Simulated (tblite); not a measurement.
# C4H10AlBrO: the cost of one run

Programs: tblite 0.8.0 and PySCF 2.14.0, with density-fitted response routines of our own. Each step states its level of theory. These are calculated values for one molecule in the gas phase, unless marked as measured. Atoms count from 0, in the outputs and in this text.

### 1 The starting structure

17 atoms, charge 0, multiplicity 1; geometry from: force field or distance geometry start.

Bonds of the start (Å): C0–C1 1.36, C1–C2 1.45, C2–O3 1.38, O3–C4 1.35, O3–Al5 1.82, Al5–Br6 2.38, C0–H7 1.09, C0–H8 1.11, C1–H9 1.08, C2–H10 1.14, C2–H11 1.11, C4–H12 1.12, C4–H13 1.12, C4–H14 1.10, Al5–H15 1.59, Al5–H16 1.59.

### 2 Relaxing the molecule with GFN2-xTB

Job settings and geometry (Å):

```
{"job": {"kind": "relax", "xc": "GFN2-xTB", "basis": "xTB"}, "charge": 0, "multiplicity": 1}
C      2.421600    -1.292200     0.445400
C      1.682200    -0.206300     0.099600
C      0.298100    -0.430400    -0.252800
O     -0.525500     0.273300     0.597900
C     -0.290200     1.605900     0.566900
Al    -2.291700    -0.135300     0.419200
Br    -2.545200    -2.357500     1.242300
H      3.470900    -1.195100     0.734500
H      1.947300    -2.290500     0.438800
H      2.211400     0.729400     0.140300
H      0.135900     0.044500    -1.274200
H      0.017300    -1.504900    -0.345200
H     -0.475400     1.957100    -0.475400
H     -0.973100     2.157100     1.261400
H      0.736100     1.881200     0.837800
H     -2.637900    -0.024400    -1.128600
H     -3.188800     0.800200     1.331600
```

On the command line:

```sh
> OMP_NUM_THREADS=1 python probes_run.py task.json out
```

One launch serves the whole session: the jobs run in the order shown.

Q: Estimate the wall time and peak memory of this first job on 1 thread of Arm Neoverse N1, shared host.

About 1.9 s, with a peak of 0.18 GiB.
